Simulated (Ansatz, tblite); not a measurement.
**Si(SH)Cl3 (Cl₃HSSi): spin-state energies by level**

Aim: set other spin states of Si(SH)Cl3 (Cl₃HSSi) against its singlet, on many levels of theory.

Computed with Ansatz 0.2.0, Gaussian basis. Level: as each input shows.

The runs, in order: triplet, at the geometry of the singlet (GFN1-xTB, GFN2-xTB, PBE0-D4/def2-TZVP, PBE-D4/def2-TZVP, r2SCAN-D4/def2-TZVP); the singlet's energies come from earlier runs.

## 1. The structure

The geometry is that of the singlet, from an earlier relaxation (PBE0-D4/def2-SVP).

6 atoms, charge 0, spin multiplicity 1.

Bond lengths: Si1–S2 2.114 Å, Si1–Cl4 2.040 Å, Si1–Cl5 2.047 Å, Si1–Cl6 2.047 Å, S2–H3 1.353 Å. Angles: S2–Si1–Cl4 106.2°, S2–Si1–Cl5 112.2°, S2–Si1–Cl6 112.3°, Cl4–Si1–Cl5 109.5°, Cl4–Si1–Cl6 109.5°, Cl5–Si1–Cl6 107.1°, Si1–S2–H3 93.5°.

## 2. Triplet at the fixed geometry, GFN1-xTB

Tight binding, by tblite at 300 K electronic temperature and without a spin-polarisation term:

```python
tblite.interface.Calculator('GFN1-xTB', numbers, positions, charge=0, uhf=2).singlepoint()
```

Energy -512.5040 eV; 0.006 s.

## 3. Triplet at the fixed geometry, GFN2-xTB

Tight binding, by tblite at 300 K electronic temperature and without a spin-polarisation term:

```python
tblite.interface.Calculator('GFN2-xTB', numbers, positions, charge=0, uhf=2).singlepoint()
```

Energy -518.7923 eV; 0.008 s.

## 4. Triplet at the fixed geometry, PBE0-D4/def2-TZVP

Contents of in.yaml:

```yaml
crystal:
  periodic: [false, false, false]
  atoms:
    - {symbol: Si, position_ang: [0.192967, -0.007513, -0.374691]}
    - {symbol: S, position_ang: [0.293922, 0.025423, 1.736304]}
    - {symbol: H, position_ang: [-1.050646, 0.037802, 1.883724]}
    - {symbol: Cl, position_ang: [2.122923, -0.018692, -1.036247]}
    - {symbol: Cl, position_ang: [-0.779479, 1.627766, -1.129493]}
    - {symbol: Cl, position_ang: [-0.779687, -1.664796, -1.079595]}
basis:
  gaussian: {orbitals: def2-TZVP}
magnetization: {spin_polarized: true, initial_magnetization: 2}
hamiltonian: {xc: pbe0, dispersion: d4}
scf: {omitted_lower_state_checks: [starts]}
output: {orbitals: {seedname: orbitals}}
```

The run is started by

```bash
ansatz run in.yaml --threads 4 --pin off --events-out ev --progress --plain --max-ram 3916MiB
```

Standard output:

```text
Functional definition: PBE0
  name "PBE0"
  cite "Adamo & Barone, J. Chem. Phys. 110, 6158 (1999) doi:10.1063/1.478522"
  cite "Perdew, Burke & Ernzerhof, Phys. Rev. Lett. 77, 3865 (1996) doi:10.1103/PhysRevLett.77.3865"
  parent pbe
  parameter a = 0.25
  parameter kappa = 0.804
  parameter beta = 0.06672455060314922
  exchange = (1 - a)*pbe_x(kappa = kappa, mu = beta*pi^2/3) + a*exact_x
  correlation = pbe_c(beta = beta)
these checks for a lower state are left out or cut short: starts
1387 factors; their error is unknown
mean field evaluation 1: about -56277.7598 eV, gradient 1.4e1 eV
mean field evaluation 2: about -56274.2517 eV, gradient 2.7e1 eV
mean field evaluation 4: about -56279.1325 eV, gradient 1.3e0 eV
mean field evaluation 8: about -56279.2415 eV, gradient 3.0e-1 eV
mean field evaluation 16: about -56279.4159 eV, gradient 2.4e-3 eV
mean field -56279.41588491 eV, -2068.2303862124 hartree, gradient 2.5e-5 eV, S^2 2.007716; 0 other end points of the search recorded, 0 dependent functions left out
reference -56279.41591630 eV, -2068.2303873657 hartree; 42, 40 occupied and 149, 151 virtual orbitals, 1387 factors
Total energy: -56279.67172330 eV, -2068.2397880998 hartree
Checks for a lower state left out: starts
```

It took 2.4 s on 4 threads of AMD EPYC 9R45, shared host; peak memory 0.88 GiB.

HOMO -2.91 eV, LUMO -6.19 eV (over both spins; with the spin held, an empty level of the minority spin lies below the top filled one); ⟨S²⟩ 2.008 (pure: 2.00).

## 5. Triplet at the fixed geometry, PBE-D4/def2-TZVP

start.molden holds the orbitals of an earlier run on this state, given as this run's starting guess.

Changes to in.yaml since step 4:

```diff
@@ -10,5 +10,5 @@
 basis:
-  gaussian: {orbitals: def2-TZVP}
+  gaussian: {orbitals: def2-TZVP, initial_orbitals: start.molden}
 magnetization: {spin_polarized: true, initial_magnetization: 2}
-hamiltonian: {xc: pbe0, dispersion: d4}
+hamiltonian: {xc: pbe, dispersion: d4}
 scf: {omitted_lower_state_checks: [starts]}
```

Launched as before.

Standard output:

```text
Functional definition: PBE
  name "PBE"
  cite "Perdew, Burke & Ernzerhof, Phys. Rev. Lett. 77, 3865 (1996) doi:10.1103/PhysRevLett.77.3865"
  parent pbe
  parameter kappa = 0.804
  parameter beta = 0.06672455060314922
  exchange = pbe_x(kappa = kappa, mu = beta*pi^2/3)
  correlation = pbe_c(beta = beta)
these checks for a lower state are left out or cut short: starts
1325 factors; their error is unknown
mean field evaluation 1: about -56274.8280 eV, gradient 1.2e1 eV
mean field evaluation 2: about -56275.0028 eV, gradient 4.5e-1 eV
mean field evaluation 4: about -56275.0177 eV, gradient 2.0e-1 eV
mean field evaluation 8: about -56275.0184 eV, gradient 4.6e-5 eV
mean field -56275.01838082 eV, -2068.0687809177 hartree, gradient 3.7e-5 eV, S^2 2.003682; 0 other end points of the search recorded, 0 dependent functions left out
reference -56275.01842149 eV, -2068.0687824121 hartree; 42, 40 occupied and 149, 151 virtual orbitals, 1325 factors
Total energy: -56275.31571883 eV, -2068.0797078878 hartree
Checks for a lower state left out: starts
```

Wall time 1.2 s (4 threads of AMD EPYC 9R45, shared host).

HOMO -2.04 eV, LUMO -7.17 eV (over both spins; with the spin held, an empty level of the minority spin lies below the top filled one); ⟨S²⟩ 2.004 (pure: 2.00).

## 6. Triplet at the fixed geometry, r2SCAN-D4/def2-TZVP

Changes to in.yaml since step 5:

```diff
@@ -12,3 +12,3 @@
 magnetization: {spin_polarized: true, initial_magnetization: 2}
-hamiltonian: {xc: pbe, dispersion: d4}
+hamiltonian: {xc: r2scan, dispersion: d4}
 scf: {omitted_lower_state_checks: [starts]}
```

The command is unchanged.

Standard output:

```text
Functional definition: r2SCAN
  name "r2SCAN"
  cite "Furness, Kaplan, Ning, Perdew & Sun, J. Phys. Chem. Lett. 11, 8208 (2020) doi:10.1021/acs.jpclett.0c02405"
  cite "Furness, Kaplan, Ning, Perdew & Sun, J. Phys. Chem. Lett. 11, 9248 (2020) doi:10.1021/acs.jpclett.0c03077"
  parent r2scan
  parameter k0 = 0.174
  parameter k1 = 0.065
  parameter a1 = 4.9479
  exchange = r2scan_x(k0 = k0, k1 = k1, a1 = a1)
  correlation = r2scan_c
these checks for a lower state are left out or cut short: starts
1325 factors; their error is unknown
mean field evaluation 1: about -56295.0489 eV, gradient 8.7e0 eV
mean field evaluation 2: about -56295.1032 eV, gradient 1.6e-1 eV
mean field evaluation 4: about -56295.0872 eV, gradient 1.6e-2 eV
mean field evaluation 8: about -56295.0872 eV, gradient 1.4e-5 eV
mean field -56295.08724752 eV, -2068.8062981657 hartree, gradient 1.4e-5 eV, S^2 2.009590; 0 other end points of the search recorded, 0 dependent functions left out
reference -56295.08725949 eV, -2068.8062986055 hartree; 42, 40 occupied and 149, 151 virtual orbitals, 1325 factors
Total energy: -56295.15320233 eV, -2068.8087219602 hartree
Checks for a lower state left out: starts
```

It took 2.5 s on 4 threads of AMD EPYC 9R45, shared host.

From the report: HOMO -2.20 eV, LUMO -6.92 eV (over both spins; with the spin held, an empty level of the minority spin lies below the top filled one); ⟨S²⟩ 2.010 (pure: 2.00).

## 7. Triplet less singlet, vertical

The singlet's energies are those of its earlier runs, whose logs aren't repeated here.

| level | triplet less singlet, vertical (kJ/mol) | time |
| --- | --- | --- |
| GFN1-xTB | +696.4 | 0.011 s |
| GFN2-xTB | +547.6 | 0.013 s |
| PBE-D4/def2-TZVP | +508.4 | 1.9 s |
| r2SCAN-D4/def2-TZVP | +525.0 | 3.7 s |
| PBE0-D4/def2-TZVP | +533.9 | 3.8 s |

Times add the two runs; a level without a time comes out of a correlated run. Tight binding without a spin term can't rank spin states.

## 8. Summary of results

```
                                                quantity                                       value
triplet less singlet, vertical, functionals in def2-TZVP  +508.4 (PBE-D4) to +533.9 kJ/mol (PBE0-D4)
```

All functionals put the triplet above the singlet, over a spread of 25.5 kJ/mol. The checks for a lower triplet were left out, so another state of that spin may lie lower. These are electronic energies, without zero-point motion, entropy or surroundings.
